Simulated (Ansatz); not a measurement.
# One shape, several levels: C2H9AlS (SMILES [CH3][AlH-]([CH3])[SH2+])

Wanted: a comparison of 4 runs (HF/3-21G, HF/def2-SVP, B3LYP/6-31G*, SVWN5/6-311G**) of C2H9AlS. 

The calculation is run with Ansatz 0.2.0.

3 further runs of the same task are left out: 3 set aside as unsound or not needed.

## (1) The molecule

C2H9AlS: 13 atoms, total charge 0, spin state singlet. SMILES: `[CH3][AlH-]([CH3])[SH2+]`. The shape is that of a PBE0-D4/def2-TZVP optimisation. This is one conformer, not always the lowest.

Bond lengths: C1–Al2 1.971 Å, Al2–C3 1.969 Å, Al2–S4 2.571 Å, C1–H5 1.095 Å, C1–H6 1.095 Å, C1–H7 1.096 Å, Al2–H8 1.604 Å, C3–H9 1.096 Å, C3–H10 1.095 Å, C3–H11 1.094 Å, S4–H12 1.345 Å, S4–H13 1.344 Å. Some angles: C1–Al2–C3 119.2°, C1–Al2–S4 100.1°, C3–Al2–S4 98.0°, C1–Al2–H8 117.8°, C3–Al2–H8 118.7°, S4–Al2–H8 92.8°, Al2–C1–H5 112.9°, Al2–C1–H6 112.6°, Al2–C1–H7 110.2°, Al2–C3–H9 110.1°.

## (2) Energy and gradient at HF/3-21G (run 1)

input.yaml

```yaml
crystal:
  periodic: [false, false, false]
  atoms:
    - symbol: C
      position_ang: [-0.547000, 1.608800, -0.463400]
    - symbol: Al
      position_ang: [-0.190100, -0.322700, -0.629000]
    - symbol: C
      position_ang: [1.657400, -0.977400, -0.444000]
    - symbol: S
      position_ang: [-1.089200, -1.142300, 1.636400]
    - symbol: H
      position_ang: [-1.608000, 1.834800, -0.316400]
    - symbol: H
      position_ang: [0.011400, 2.071200, 0.357600]
    - symbol: H
      position_ang: [-0.242600, 2.130000, -1.378500]
    - symbol: H
      position_ang: [-1.241600, -1.209200, -1.454600]
    - symbol: H
      position_ang: [2.224800, -0.766100, -1.357700]
    - symbol: H
      position_ang: [2.198000, -0.493000, 0.375900]
    - symbol: H
      position_ang: [1.708700, -2.059000, -0.286600]
    - symbol: H
      position_ang: [-0.578600, -0.178900, 2.423100]
    - symbol: H
      position_ang: [-2.282700, -0.531000, 1.551900]
basis:
  gaussian:
    orbitals: 3-21G.json
hamiltonian:
  xc: hf
accuracy: high
output:
  forces: true
  orbitals: {seedname: orbitals}
```

The basis set 3-21G is read from a file made from the Basis Set Exchange's data (not shown).

Command:

```console
$ ansatz run input.yaml --threads 1 --pin off --max-ram 2610MiB --events-out events.jsonl --progress --plain --runs-dir runs
```

What it wrote:

```text
Warning: RAYON_NUM_THREADS=1 ignored (pool sized by the plan → 1); use --threads N
[... 12 lines left out ...]
Total energy: -19501.88602127 eV, -716.6810924286 hartree
[... 13 lines left out ...]
Dipole moment:    -0.238504     0.231836     0.629086 e Å
```

It took 2.1 s on 1 thread of Arm Neoverse V1, shared host; peak memory 0.15 GiB.

## (3) Energy and forces at HF/def2-SVP (run 2)

molecule.yaml

```yaml
basis:
  gaussian:
    orbitals: def2-SVP
crystal:
  periodic: [false, false, false]
  atoms:
    - {symbol: C, position_ang: [-0.547000, 1.608800, -0.463400]}
    - {symbol: Al, position_ang: [-0.190100, -0.322700, -0.629000]}
    - {symbol: C, position_ang: [1.657400, -0.977400, -0.444000]}
    - {symbol: S, position_ang: [-1.089200, -1.142300, 1.636400]}
    - {symbol: H, position_ang: [-1.608000, 1.834800, -0.316400]}
    - {symbol: H, position_ang: [0.011400, 2.071200, 0.357600]}
    - {symbol: H, position_ang: [-0.242600, 2.130000, -1.378500]}
    - {symbol: H, position_ang: [-1.241600, -1.209200, -1.454600]}
    - {symbol: H, position_ang: [2.224800, -0.766100, -1.357700]}
    - {symbol: H, position_ang: [2.198000, -0.493000, 0.375900]}
    - {symbol: H, position_ang: [1.708700, -2.059000, -0.286600]}
    - {symbol: H, position_ang: [-0.578600, -0.178900, 2.423100]}
    - {symbol: H, position_ang: [-2.282700, -0.531000, 1.551900]}
hamiltonian:
  xc: hf
accuracy: high
output: {forces: true, orbitals: {seedname: orbitals}}
```

Command:

```console
$ ansatz run molecule.yaml --threads 1 --pin off --max-ram 2610MiB --events-out events.jsonl --progress --plain --runs-dir runs
```

What it wrote:

```text
Warning: RAYON_NUM_THREADS=1 ignored (pool sized by the plan → 1); use --threads N
[... 12 lines left out ...]
Total energy: -19596.89663212 eV, -720.1726679769 hartree
[... 13 lines left out ...]
Dipole moment:    -0.250509     0.106976     0.700002 e Å
```

Wall time 8.7 s (1 thread of Arm Neoverse V1, shared host); peak memory 0.38 GiB.

Run 3 isn't shown in full; the table further down has it.

## (4) Energy and forces at SVWN5/6-311G(d,p) (run 4)

Edit molecule.yaml of step 3 so:

```diff
@@ -1,4 +1 @@
-basis:
-  gaussian:
-    orbitals: def2-SVP
 crystal:
@@ -19,5 +16,11 @@
     - {symbol: H, position_ang: [-2.282700, -0.531000, 1.551900]}
+basis:
+  gaussian:
+    orbitals: 6-311G_st__st_-spherical.json
+total_charge: 0
 hamiltonian:
-  xc: hf
+  xc: {name: SVWN5}
 accuracy: high
-output: {forces: true, orbitals: {seedname: orbitals}}
+output:
+  forces: true
+  orbitals: {seedname: orbitals}
```

The basis set 6-311G** is read from a file made from the Basis Set Exchange's data (not shown).

Command:

```console
$ ansatz run molecule.yaml --threads 1 --pin off --max-ram 2610MiB --events-out events.jsonl --progress --plain --runs-dir runs
```

What it wrote:

```text
Warning: RAYON_NUM_THREADS=1 ignored (pool sized by the plan → 1); use --threads N
[... 13 lines left out ...]
Total energy: -19566.94354331 eV, -719.0719122658 hartree
[... 13 lines left out ...]
Dipole moment:    -0.215062     0.145257     0.650895 e Å
```

Wall time 16 s (1 thread of Arm Neoverse V1, shared host); peak memory 0.47 GiB.

## (5) The series

```csv
run,level,Cartesian functions,energy (Eh),dipole moment (D),HOMO energy (eV),LUMO energy (eV),wall time
1,HF/3-21G,no,-716.681092,3.42,-10.28,3.52,2.1 s
2,HF/def2-SVP,no,-720.172668,3.61,-10.33,3.31,8.7 s
3,B3LYP/6-31G* (Cartesian functions),yes,-722.259207,3.43,-6.76,-0.51,16 s
4,SVWN5/6-311G**,no,-719.071912,3.37,-6.10,-1.47,16 s
```

## (6) Summary of results

| quantity | value |
| --- | --- |
| run 4: total energy | -719.07191 Eh |
| run 4: dipole moment | 3.37 D |
| run 4: HOMO energy | -6.10 eV |
| run 4: LUMO energy | -1.47 eV |
| run 4: HOMO–LUMO gap | 4.63 eV |
| run 4: largest force on an atom | 0.724 eV/Å |

In words: The dipole moment (its size) runs from 3.37 D (SVWN5/6-311G**) to 3.61 D (HF/def2-SVP). The two ends differ in method and basis. The HOMO–LUMO gap runs from 4.63 eV (SVWN5/6-311G**) to 13.80 eV (HF/3-21G). Totals of different functionals can't be ranked against each other. All runs together took 43 s, the longest 16 s.
